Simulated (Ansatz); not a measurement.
# C₃H₇FGeO: basis-set convergence

The task here is to estimate one member of a computed series from the others.

Program: Ansatz 0.2.0, Gaussian basis. Level of theory: one geometry, several basis sets. These are calculated values, not measurements.

The runs, in order: PBE0-D4/def2-SVP; ωB97M-V/def2-SVP; PBE0-D4/def2-QZVPP; ωB97M-V/def2-QZVPP; the functionals' def2-TZVPP values are taken from earlier runs.

## The relaxed structure

All runs share one geometry, relaxed beforehand with PBE0-D4 in a triple-zeta def2 set.

SMILES `CC(C)[O][Ge][F]`, 13 atoms, charge 0, spin multiplicity 1.

Atoms are counted from 1 here; the program's logs count them from 0.

Bond lengths: C1–C2 1.515 Å, C1–H7 1.093 Å, C1–H8 1.093 Å, C1–H9 1.092 Å, C2–C3 1.515 Å, C2–O4 1.422 Å, C2–H10 1.103 Å, C3–H11 1.093 Å, C3–H12 1.093 Å, C3–H13 1.092 Å, O4–Ge5 1.773 Å, Ge5–F6 1.751 Å. Angles: C2–C1–H7 110.0°, C2–C1–H8 110.7°, C2–C1–H9 110.8°, H7–C1–H8 108.6°, H7–C1–H9 108.2°, H8–C1–H9 108.4°, C1–C2–C3 112.4°, C1–C2–O4 108.7°, C1–C2–H10 108.5°, C3–C2–O4 108.7°, C3–C2–H10 108.5°, O4–C2–H10 110.0°, C2–C3–H11 110.7°, C2–C3–H12 110.0°, C2–C3–H13 110.8°, H11–C3–H12 108.6°, H11–C3–H13 108.4°, H12–C3–H13 108.2° and more.

The first run:

Contents of in.yaml:

```yaml
crystal:
  periodic: [false, false, false]
  atoms:
    - {symbol: C, position_ang: [-0.831899, -1.039698, 0.701890]}
    - {symbol: C, position_ang: [0.224299, -0.059813, 0.234668]}
    - {symbol: C, position_ang: [1.004882, -0.576681, -0.956010]}
    - {symbol: O, position_ang: [-0.413562, 1.157102, -0.131778]}
    - {symbol: Ge, position_ang: [-0.039965, 2.684172, 0.687712]}
    - {symbol: F, position_ang: [-1.145550, 3.656992, -0.259880]}
    - {symbol: H, position_ang: [-1.554630, -1.218424, -0.097659]}
    - {symbol: H, position_ang: [-0.378228, -1.993278, 0.982196]}
    - {symbol: H, position_ang: [-1.370452, -0.646108, 1.566338]}
    - {symbol: H, position_ang: [0.928393, 0.119368, 1.064767]}
    - {symbol: H, position_ang: [1.499827, -1.520174, -0.714083]}
    - {symbol: H, position_ang: [0.331463, -0.741975, -1.800254]}
    - {symbol: H, position_ang: [1.765924, 0.143619, -1.263109]}
basis:
  gaussian: {orbitals: def2-SVP}
hamiltonian: {xc: pbe0, dispersion: d4}
output: {orbitals: {seedname: orbitals}}
```

Launch:

```console
ansatz run in.yaml --threads 4 --pin off --events-out ev --progress --plain --max-ram 11315MiB
```

Steps of the session up to this table: PBE0-D4 in def2-SVP; ωB97M-V in def2-SVP; PBE0-D4 in def2-QZVPP; ωB97M-V in def2-QZVPP.

One of the session's tables, all rows but one given; the rest of the session is left out.

It belongs to the step «Density functionals: the series». 

```
functional       basis  HOMO (eV)  LUMO (eV)
   PBE0-D4    def2-SVP      -7.69      -1.82
   PBE0-D4  def2-TZVPP      -7.76      -1.93
   PBE0-D4  def2-QZVPP      -7.82      -2.01
   ωB97M-V    def2-SVP      -9.93       0.20
   ωB97M-V  def2-TZVPP     -10.02       0.03
   ωB97M-V  def2-QZVPP          ?          ?
```

Estimate the missing values for ωB97M-V, def2-QZVPP.

As computed: HOMO (eV): -10.08; LUMO (eV): -0.14. In the column «HOMO (eV)» it is the lowest.
